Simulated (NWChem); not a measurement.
# Volume series of BN (zincblende structure): conduction valleys

All runs are NWChem calculations. Level: PBE, Troullier-Martins pseudopotentials (valence charges N 5, B 3), cutoff 40 Ha, shifted 4×4×4 mesh, two-atom cell, no spin-orbit coupling. Each row gives the lowest empty level at Γ, at L and on the outer part of the line to X, counted from the valence top at Γ within the same run; other points weren't sampled.

```json
[
 {"ln(V/V₀)": "-0.062", "a (Å)": "3.563", "Γ (eV)": "9.07", "L (eV)": "10.85", "X line (eV)": "4.65"},
 {"ln(V/V₀)": "-0.041", "a (Å)": "3.588", "Γ (eV)": "8.97", "L (eV)": "10.56", "X line (eV)": "4.62"},
 {"ln(V/V₀)": "-0.020", "a (Å)": "3.613", "Γ (eV)": "8.86", "L (eV)": "10.28", "X line (eV)": "4.59"},
 {"ln(V/V₀)": "0.000", "a (Å)": "3.637", "Γ (eV)": "8.77", "L (eV)": "10.01", "X line (eV)": "4.56"},
 {"ln(V/V₀)": "0.020", "a (Å)": "3.661", "Γ (eV)": "8.67", "L (eV)": "9.75", "X line (eV)": "4.53"},
 {"ln(V/V₀)": "0.039", "a (Å)": "3.685", "Γ (eV)": "?", "L (eV)": "?", "X line (eV)": "?"},
 {"ln(V/V₀)": "0.058", "a (Å)": "3.708", "Γ (eV)": "8.48", "L (eV)": "9.26", "X line (eV)": "4.48"}
]
```

Question: Fit a line in ln V to each valley, give the slopes, and predict the withheld row.

Answer: Slopes dE/d(ln V): Γ -4.9 eV, L -13.3 eV, X line -1.4 eV (largest miss of a line 0.01 eV). The lowest valley is X line in every row. Predicted against computed: Γ 8.57 against 8.57, L 9.50 against 9.50, X line 4.50 against 4.51 eV.
